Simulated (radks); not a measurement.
# K⁺ in [Ar]: an all-electron calculation

The task here is to estimate one member of a computed series from the others.

Method: Dirac Kohn-Sham, PW91, spin-unpolarised, spherical densities, point nucleus. Code: radks (a radial shooting solver on a logarithmic mesh, Libxc functionals) version 1.

## The atom as given

| Item | Value |
| --- | --- |
| element | potassium (Z = 19) |
| charge | +1 |
| electrons | 18 |
| configuration | [Ar] |

The outer shells:

K⁺
```
[Ne] core
3s [↑↓]
3p [↑↓][↑↓][↑↓]
```

Set-up of the first run:

The run's settings:

```text
Z 19
configuration [Ar] 4s0 3d0 4p0 4f0
relativity Dirac
functional pw91,pw91
spin unpolarised
j_filling energy
nucleus point
c 137.035999084
```

Run with:

```sh
> python run_ks.py task.json out
```

All runs below come from this command, one after another.

Among the steps run: Self-consistent calculation.

One of the session's tables, all rows but one given; the rest of the session is left out.

It belongs to the step «Shells». From the orbitals of this run (lengths in bohr):

| level | <r> | outermost maximum (interpolated) | 90 % within | nodes |
| --- | --- | --- | --- | --- |
| 1s1/2 | 0.08105 | 0.0530 | 0.145 | 0 |
| 2s1/2 | 0.3876 | 0.318 | 0.605 | 1 |
| 2p1/2 | 0.3488 | 0.261 | 0.577 | 0 |
| 2p3/2 | 0.3513 | 0.263 | 0.581 | 0 |
| 3s1/2 | 1.266 | 1.08 | 1.91 | 2 |
| 3p1/2 | ? | ? | ? | ? |
| 3p3/2 | 1.429 | 1.16 | 2.23 | 1 |

Q: Estimate the row for 3p1/2 from the others.

**Answer.** <r>: 1.420; outermost maximum (interpolated): 1.15; 90 % within: 2.21; nodes: 1. In the column «<r>» it lies between 3s1/2 (1.266) and 3p3/2 (1.429).
